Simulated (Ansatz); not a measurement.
I need a comparison of functionals at one structure of LuPd, space group Pm-3m. Use the Python package of Ansatz (0.2.0). Level of theory (first run): BLYP, PAW, cutoff 420 eV, 10×10×10 k-points, Fermi-Dirac smearing of 0.1 eV. The script varies functional: blyp, pbesol, lda.

```xyz
2
Lattice="3.4150 0.0000 0.0000 0.0000 3.4150 0.0000 0.0000 0.0000 3.4150" Properties=species:S:1:pos:R:3 pbc="T T T"
Lu    0.0000    0.0000    0.0000
Pd    1.7075    1.7075    1.7075
```

`run_xc.py`
```python
# -*- coding: utf-8 -*-
'''Functional comparison for LuPd (totals differ with the potentials too).'''

import ansatz as az
import pandas as pd

system = (
    az.Lattice.cubic(3.415)
    .space_group(221)
    .atom('Lu', (0.0, 0.0, 0.0))
    .atom('Pd', (0.5, 0.5, 0.5))
)

calc = (
    system.calculation()
    .basis(420)
    .kpoints(10)
    .occupations(az.OccupationsMethod.FERMI_DIRAC, width=0.1)
    .forces()
    .stress()
)

rows = []
for value in ['blyp', 'pbesol', 'lda']:
    r = calc.functional(value).run().report
    rows.append((value, r['free_energy_ev'] / len(r['lattice']['sites']), r['n_iterations'], sum(r['stress_gpa'][i][i] for i in range(3)) / 3, max(abs(f) for row in r['forces_ev_ang'] for f in row), r['n_kpoints']))

table = pd.DataFrame(rows, columns=['functional', 'F/atom (eV)', 'iterations', 'P (GPa)', 'max component (eV/A)', 'k-points'])
print(table.round(5).to_string(index=False))
```

```console
$ python run_xc.py
functional  F/atom (eV)  iterations  P (GPa)  max component (eV/A)  k-points
      blyp -10872.70174           8  7.45208                   0.0        56
    pbesol -10759.97472           9 -2.18597                   0.0        56
       lda -10669.69685           8 -6.18663                   0.0        56
```

From lowest to highest: LDA (-6.2 GPa), PBEsol (-2.2 GPa) and BLYP (7.5 GPa). At a fixed cell a lower pressure usually means a smaller equilibrium volume, so LDA prefers the smallest cell and BLYP the largest.

What to keep in mind:
- No spin polarisation was allowed.
- BLYP can be off by several per cent in the lattices of metals, and by several GPa in the pressure at a fixed cell.
- Forces vanish by symmetry here and test nothing.
- Pressure is positive in compression.
- The structure is a deposited one; some such entries were measured under pressure or heat, so a shift against it needn't be the functional's error alone.
- Total energies of different functionals can't be compared; pressures, moments and gaps at this one structure can.
- The whole script took 10 s on 1 thread of Arm Neoverse V2, on a shared host, peak memory 0.46 GiB.
